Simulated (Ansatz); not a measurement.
The system is NbZn4.

```
CELL_PARAMETERS angstrom
4.46135 0.00000 0.00000
0.00000 4.46135 0.00000
0.00000 0.00000 4.46135
ATOMIC_POSITIONS crystal
Nb 0.00000 0.00000 0.00000
Zn 0.50000 0.50000 0.50000
Zn 0.00000 0.50000 0.50000
Zn 0.50000 0.00000 0.50000
Zn 0.50000 0.50000 0.00000
```

The cell was built by a generator and needn't be a form met in nature.

```yaml
Program: Ansatz 0.2.0
Task: relaxation of cell and atoms
Functional: LDA
Potentials_or_basis: Ansatz PAW
Cutoff: "420 eV (not typed: the program's choice for these potentials)"
k_mesh: 5 × 5 × 5
Occupations: fermi-dirac, width 0.05 eV
Spin: no spin polarisation
```

At the start: volume 17.76 Å³/atom.

Task: How do energy, volume and symmetry change on relaxing?

Result: It ends after 7 steps and the volume is 16.18 Å³/atom (-8.9 %); space group Pm-3m (No. 221, to 0.05 Å).

The path:
| step | energy change (eV) | largest force (eV/Å) | volume (Å³) |
| --- | --- | --- | --- |
| 1 | 0.0000 | 0.0000 | 88.80 |
| 2 | -0.1937 | 0.0000 | 83.39 |
| 3 | -0.2179 | 0.0000 | 80.37 |
| 4 | -0.2188 | 0.0000 | 80.93 |
| 5 | -0.2164 | 0.0000 | 80.93 |
| 6 | -0.2165 | 0.0000 | 80.89 |
| 7 | -0.2164 | 0.0000 | 80.89 |

Final structure:
```
CELL_PARAMETERS angstrom
4.32485 0.00000 0.00000
0.00000 4.32485 0.00000
0.00000 0.00000 4.32485
ATOMIC_POSITIONS crystal
Nb 0.00000 0.00000 0.00000
Zn 0.50000 0.50000 0.50000
Zn 0.00000 0.50000 0.50000
Zn 0.50000 0.00000 0.50000
Zn 0.50000 0.50000 0.00000
```

Caveat: the plane-wave basis is chosen anew once the cell has moved, so the energies of steps on either side of that aren't comparable; the PAW data sets come from PBE, with cores solved anew for the run's functional, which leaves a small shift of forces and pressure.
